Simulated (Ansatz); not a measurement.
**Al3B2As5: what a guessed cell relaxes into**

Aim: relax a trial structure of Al3B2As5 and see where it ends.

Program: Ansatz 0.2.0. Level of theory: DFT PBE, scalar-relativistic, plane waves, PAW. These are calculated values, not measurements.

## (1) The system as given

The structure is tetragonal, space group I-4m2 (No. 119). The conventional cell has a = 3.718 Å, b = 3.718 Å, c = 26.287 Å, α = 90.00°, β = 90.00°, γ = 90.00°. Al (site symmetry 2mm) is surrounded by 4 As at 2.28 Å. Al (site symmetry -4m2) has 4 As at 2.28 Å as nearest neighbours. B (site symmetry 2mm) has 4 As at 2.28 Å as nearest neighbours. Around As (site symmetry 2mm) lie 2 Al at 2.28 Å and 2 B at 2.28 Å. As (site symmetry 2mm) has 4 Al at 2.28 Å as nearest neighbours. As (site symmetry -4m2) has 4 B at 2.28 Å as nearest neighbours.

As a file:

```
Al B As
1.0
    -1.85878    1.85878   13.14353
     1.85878   -1.85878   13.14353
     1.85878    1.85878  -13.14353
Al B As
3 2 5
Direct
  0.90000 0.90000 0.00000
  0.50000 0.50000 0.00000
  0.10000 0.10000 0.00000
  0.70000 0.70000 0.00000
  0.30000 0.30000 0.00000
  0.35000 0.85000 0.50000
  0.95000 0.45000 0.50000
  0.55000 0.05000 0.50000
  0.15000 0.65000 0.50000
  0.75000 0.25000 0.50000
```

The start is an ordering of an alloy on its end members' structure types: elements ordered on the sites of the BAs type, B/Al on B (I-4m2, No. 119).

## (2) The guess as it stands, on a coarse mesh

input.yaml reads:

```yaml
crystal:
  lattice:
    - [-1.85877522, 1.85877522, 13.14352563]
    - [1.85877522, -1.85877522, 13.14352563]
    - [1.85877522, 1.85877522, -13.14352563]
  atoms:
    - { symbol: Al, position: [0.9, 0.9, 0.0] }
    - { symbol: Al, position: [0.5, 0.5, 0.0] }
    - { symbol: Al, position: [0.1, 0.1, 0.0] }
    - { symbol: B, position: [0.7, 0.7, 0.0] }
    - { symbol: B, position: [0.3, 0.3, 0.0] }
    - { symbol: As, position: [0.35, 0.85, 0.5] }
    - { symbol: As, position: [0.95, 0.45, 0.5] }
    - { symbol: As, position: [0.55, 0.05, 0.5] }
    - { symbol: As, position: [0.15, 0.65, 0.5] }
    - { symbol: As, position: [0.75, 0.25, 0.5] }
basis:
  ecutwfc: 420
kpoints:
  mp_grid: { grid: [6, 6, 6] }
hamiltonian:
  xc: pbe
scf:
  occupations: { method: gaussian, width: 0.1 }
  lower_state_search: "off"
output:
  forces: true
  stress: true
  eigenvalues: true
```

On the command line:

```bash
$ ansatz run input.yaml --threads 1 --pin off --max-ram 2560MiB --backend cpu --events-out ev --progress --plain --runs-dir out
```

Further runs follow: rough relaxation on the coarse mesh; relaxation on the finer mesh.

Q: Predict the outcome of this session. Wanted: conventional cell; volume; energy over the elements; gap on the mesh.

**Answer**, as computed:

| quantity | value |
| --- | --- |
| symmetry at the end (tolerance 0.02 Å) | space group I-4m2 (No. 119) |
| conventional cell | a = 3.751 Å, b = 3.751 Å, c = 27.543 Å, α = 90.00°, β = 90.00°, γ = 90.00° |
| volume | 19.37 Å³/atom |
| energy over the elements | -0.13 eV/atom |
| gap on the mesh | 0.57 eV |

What this shows: The space group I-4m2 (No. 119) is kept, and the volume per atom grows by 6.6 % from the first guess. It lies below the elements, which doesn't yet make it stable: competing phases were not computed in this session. No finished test with a distortion of lower symmetry is shown, so the end may be a saddle point.
